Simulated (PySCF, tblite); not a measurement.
# C6H14O2Si: geometry, infrared bands and NMR shifts

Aim: predict the infrared bands and NMR shifts of C6H14O2Si (`CC(C)(C)[SiH]1OCCO1`).

Computed with tblite 0.8.0 and PySCF 2.14.0, with density-fitted response routines of our own, on a single molecule in the gas phase. Atoms count from 0, in the outputs and in this text.

### Step 1. Starting geometry

23 atoms, charge 0, multiplicity 1; geometry from: force field or distance geometry start.

Bonds of the start (Å): C0–C1 1.53, C1–C2 1.55, C1–C3 1.54, C1–Si4 1.97, Si4–O5 1.69, O5–C6 1.44, C6–C7 1.53, C7–O8 1.44, O8–Si4 1.69, C0–H9 1.09, C0–H10 1.10, C0–H11 1.11, C2–H12 1.09, C2–H13 1.10, C2–H14 1.10, C3–H15 1.10, C3–H16 1.09, C3–H17 1.10, Si4–H18 1.48, C6–H19 1.09, C6–H20 1.10, C7–H21 1.09, C7–H22 1.09.

### Step 2. Geometry optimisation with GFN2-xTB

What the job is given:

```
{"job": {"kind": "relax", "xc": "GFN2-xTB", "basis": "xTB"}, "charge": 0, "multiplicity": 1}
C     -2.007100     1.270500    -0.054100
C     -1.173800    -0.007200     0.076200
C     -1.907900    -1.002800     1.012700
C     -1.019100    -0.650100    -1.318200
Si     0.585100     0.414800     0.845000
O      1.497000     1.386500    -0.188100
C      2.806300     0.791400    -0.280600
C      2.623100    -0.720500    -0.105200
O      1.612200    -0.921400     0.897100
H     -1.540700     2.000100    -0.714300
H     -2.172000     1.759800     0.914900
H     -3.008700     1.045500    -0.467200
H     -1.370100    -1.938200     1.135000
H     -2.900800    -1.246100     0.600200
H     -2.071600    -0.569800     2.012600
H     -0.449300    -1.590700    -1.249400
H     -0.502200     0.014000    -2.006500
H     -1.999500    -0.899500    -1.740500
H      0.474300     1.040700     2.182200
H      3.266100     1.035400    -1.235300
H      3.432800     1.208400     0.525300
H      3.544800    -1.213900     0.198200
H      2.276400    -1.179900    -1.029900
```

Command:

```bash
> OMP_NUM_THREADS=1 python probes_run.py task.json out
```

One launch serves the whole session: the jobs run in the order shown.

**Question.** This job is followed by: GFN2-xTB harmonic vibrations, gas phase; GIAO PBE0/pcSseg-1 NMR shielding, non-relativistic, gas phase. What will the session give for the following? strongest single infrared mode (GFN2-xTB); zero-point energy (GFN2-xTB); 13C shifts against TMS (PBE0/pcSseg-1, means over atoms taken as alike); 1H shifts against TMS (PBE0/pcSseg-1, means over atoms taken as alike); 29Si shifts against TMS (PBE0/pcSseg-1); 17O shifts against H2O (PBE0/pcSseg-1, means over atoms taken as alike).

The runs gave:

```
                                                               quantity                       value
                              strongest single infrared mode (GFN2-xTB)       2258 cm⁻¹, 286 km/mol
                                           zero-point energy (GFN2-xTB)              121.5 kcal/mol
13C shifts against TMS (PBE0/pcSseg-1, means over atoms taken as alike)        65.9, 25.6, 22.4 ppm
 1H shifts against TMS (PBE0/pcSseg-1, means over atoms taken as alike)  4.80, 4.23, 4.17, 0.96 ppm
                                29Si shifts against TMS (PBE0/pcSseg-1)                     9.6 ppm
17O shifts against H2O (PBE0/pcSseg-1, means over atoms taken as alike)                    34.3 ppm
```

In words: The optimisation took 75 steps and gained 0.236 eV; among the close pairs (by a distance rule), C1–Si4 changed most, from 1.965 to 1.899 Å. All 63 modes are real, so the xTB geometry is a minimum. The strongest single mode, at 2258 cm⁻¹, moves mainly H18. GFN2-xTB is a fitted tight-binding method: band positions and strengths are rough. Its intensities can rank the bands wrongly. C6, C7 (mean) (sp3 CH2 bonded to O) lies farthest downfield among carbon, at 65.9 ppm; deshielded by the electronegative neighbour. At PBE0/pcSseg-1: The widest tensor belongs to O5, O8: span 111 ppm, with a paramagnetic part of -99 ppm.
